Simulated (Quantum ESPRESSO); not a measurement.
V: single point with PBEsol

Crystal: V.

```
V
1.0
    -1.47929    1.48668    1.48668
     1.47929   -1.47189    1.47189
     1.47929    1.47189   -1.47189
V
1
Cartesian
  0.0000 0.0000 0.0000
```

The cell was built by a generator and needn't be a form met in nature.

- Program: Quantum ESPRESSO 7.5
- Task: single point
- Functional: PBEsol
- Potentials or basis: GBRV 1.5 PBEsol
- Cutoff: 762 eV
- Density cutoff: 6123 eV
- k mesh: 32 × 32 × 32
- Occupations: methfessel-paxton, width 0.2 eV
- Spin: no spin polarisation

```
Pressure               : -0.3 GPa
Band gap on the k mesh : none (metal or under the smearing width)
```

Stress tensor (GPa, compression positive):
```
-0.26  0.00  0.00
 0.00 -0.28 -0.21
 0.00 -0.21 -0.28
```

Levels at points of the mesh, in eV from the Fermi level:
| k point | band 4 | band 5 | band 6 | band 7 | band 8 | band 9 | band 10 | band 11 |
| --- | --- | --- | --- | --- | --- | --- | --- | --- |
| (0.00, 0.00, 0.00) | -36.74 | -6.69 | 0.37 | 0.42 | 0.48 | 2.53 | 2.53 | 20.75 |
| (0.00, 0.00, -0.50) | -36.76 | -3.33 | -1.21 | 1.79 | 2.55 | 2.92 | 4.37 | 10.67 |
| (0.00, -0.50, -0.50) | -36.77 | -3.33 | -1.19 | 1.88 | 2.52 | 2.88 | 4.41 | 10.76 |
| (-0.50, 0.00, 0.00) | -36.75 | -3.33 | -1.23 | 1.70 | 2.58 | 2.96 | 4.34 | 10.57 |
| (-0.50, -0.50, -0.50) | -37.44 | -3.20 | -3.20 | 3.89 | 3.95 | 4.01 | 10.52 | 10.55 |

Wall time 50 s on 4 MPI ranks on Intel(R) Xeon(R) 6975P-C (Granite Rapids), with other jobs on the host, peak memory 0.76 GiB a rank.
